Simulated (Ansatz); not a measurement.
Write a Python script for the Python package of Ansatz (0.2.0) that makes a geometry optimisation of BH5SSi2, SMILES SB1[SiH2][SiH2]1. Settings: B3LYP, def2-SVP basis, multiplicity 1.

```yaml
atoms:
  - { symbol: S, position_ang: [-1.8160, 1.2402, -1.4832] }
  - { symbol: B, position_ang: [-0.6129, 0.4441, -0.3738] }
  - { symbol: Si, position_ang: [1.2050, 0.4060, 0.4222] }
  - { symbol: Si, position_ang: [-0.0655, -1.0481, 0.8802] }
  - { symbol: H, position_ang: [-1.4337, 0.5335, -2.6272] }
  - { symbol: H, position_ang: [1.4089, 1.5122, 1.4044] }
  - { symbol: H, position_ang: [2.2757, 0.0981, -0.5819] }
  - { symbol: H, position_ang: [-0.8393, -0.9161, 2.1426] }
  - { symbol: H, position_ang: [-0.0336, -2.3162, 0.1996] }
```

Script `bh5ssi2_opt.py`:
```python
# -*- coding: utf-8 -*-
'''Minimum-energy structure of BH5SSi2.'''

import warnings

import ansatz
import numpy as np


def main():
    warnings.simplefilter('ignore', ansatz.DeckWarning)

    geometry_ang = [
        ('S', [-1.816, 1.2402, -1.4832]),
        ('B', [-0.6129, 0.4441, -0.3738]),
        ('Si', [1.205, 0.406, 0.4222]),
        ('Si', [-0.0655, -1.0481, 0.8802]),
        ('H', [-1.4337, 0.5335, -2.6272]),
        ('H', [1.4089, 1.5122, 1.4044]),
        ('H', [2.2757, 0.0981, -0.5819]),
        ('H', [-0.8393, -0.9161, 2.1426]),
        ('H', [-0.0336, -2.3162, 0.1996]),
    ]
    bh5ssi2 = ansatz.Crystal.molecule()
    for symbol, xyz in geometry_ang:
        bh5ssi2 = bh5ssi2.atom(symbol, xyz)

    job = bh5ssi2.calculation().basis(gaussian='def2-SVP').functional('b3lyp')
    symbols = [site.symbol for site in bh5ssi2.cartesian_sites]
    start = np.array([site.position_ang for site in bh5ssi2.cartesian_sites], dtype=float)
    def progress(event):
        if event['event'] == 'relax_step':
            row = event['data']
            print(f'step {row["step"]:3d}  E = {row["lagrangian_ev"]:.6f} eV  max force {row["allowed_force_max_ev_ang"]:.4f} eV/A')


    summary = job.relax(force_tolerance=0.005).session().plan().execute(on_event=progress).report
    end = np.array(summary['positions_ang'])

    for key in ('converged', 'free_energy_ev', 'reference_energy_ev', 'n_frozen', 'n_occupied', 'n_virtual'):
        print(f'{key:22s} {summary[key]}')

    print('bond        before    after (A)')
    for i, j in [(0, 1), (0, 4), (1, 2), (1, 3), (2, 3), (2, 5), (2, 6), (3, 7), (3, 8)]:
        d0, d1 = (np.linalg.norm(xyz[i] - xyz[j]) for xyz in (start, end))
        print(f'{symbols[i]}{i}-{symbols[j]}{j}'.ljust(10), f'{d0:8.4f} {d1:8.4f}')
    with open('bh5ssi2_opt.xyz', 'w') as handle:
        handle.write(f'{len(symbols)}\nrelaxed BH5SSi2\n')
        handle.writelines(f'{s:2s} {x:11.6f} {y:11.6f} {z:11.6f}\n' for s, (x, y, z) in zip(symbols, end))


if __name__ == '__main__':
    main()
```

```console
$ python bh5ssi2_opt.py
step   1  E = -27337.597921 eV  max force 5.3569 eV/A
step   2  E = -27338.821543 eV  max force 0.6346 eV/A
step   3  E = -27338.907547 eV  max force 0.4040 eV/A
step   4  E = -27339.128658 eV  max force 0.9924 eV/A
step   5  E = -27339.336255 eV  max force 2.3127 eV/A
step   6  E = -27339.587957 eV  max force 2.1468 eV/A
step   7  E = -27339.705125 eV  max force 1.3334 eV/A
step   8  E = -27339.814927 eV  max force 0.9291 eV/A
step   9  E = -27339.846961 eV  max force 0.4182 eV/A
step  10  E = -27339.885249 eV  max force 0.1878 eV/A
step  11  E = -27339.894453 eV  max force 0.1054 eV/A
step  12  E = -27339.898089 eV  max force 0.0854 eV/A
step  13  E = -27339.896038 eV  max force 0.2140 eV/A
step  14  E = -27339.904508 eV  max force 0.0619 eV/A
step  15  E = -27339.910305 eV  max force 0.0884 eV/A
step  16  E = -27339.911731 eV  max force 0.2398 eV/A
step  17  E = -27339.898048 eV  max force 0.6818 eV/A
step  18  E = -27339.925701 eV  max force 0.0909 eV/A
step  19  E = -27339.925695 eV  max force 0.1512 eV/A
step  20  E = -27339.928178 eV  max force 0.0405 eV/A
step  21  E = -27339.930447 eV  max force 0.0323 eV/A
step  22  E = -27339.931273 eV  max force 0.0540 eV/A
step  23  E = -27339.931496 eV  max force 0.0211 eV/A
step  24  E = -27339.931534 eV  max force 0.0042 eV/A
converged              True
free_energy_ev         -27339.9317891207
reference_energy_ev    -27339.9317891207
n_frozen               0
n_occupied             [27, 27]
n_virtual              [66, 66]
bond        before    after (A)
S0-B1        1.8199   1.7696
S0-H4        1.3980   1.3597
B1-Si2       1.9849   1.9764
B1-Si3       2.0246   1.9712
Si2-Si3      1.9845   2.3947
Si2-H5       1.4933   1.4889
Si2-H6       1.4998   1.4902
Si3-H7       1.4866   1.4888
Si3-H8       1.4396   1.4912
```

File `bh5ssi2_opt.xyz` afterwards:
```text
9
relaxed BH5SSi2
S    -1.117551    1.027973   -2.017648
B    -0.516880    0.578409   -0.415017
Si    1.302982    0.666933    0.350828
Si   -0.335330   -1.047425    0.684757
H    -2.164975    0.170679   -2.146694
H     1.498571    1.220369    1.719143
H     2.541622    0.739526   -0.474594
H    -0.612761   -0.979405    2.145855
H    -0.507078   -2.423359    0.136269
```

What to keep in mind:
- Total energies depend on the basis set; only differences at equal settings carry meaning.
- The end point is the stationary point reached from this start; no frequency run checks that it is a minimum, and the basis set is modest.
- b3lyp holds the VWN-RPA fit, as in Gaussian; the form of ORCA and Turbomole is b3lyp5.
- The whole script took 98 s on 1 thread of Arm Neoverse V2, with other jobs on the host, peak memory 0.26 GiB.

(A comment or docstring line of the script was reworded after the run, the code is as it ran; lines on the test bed's own set-up are left out of the output.)
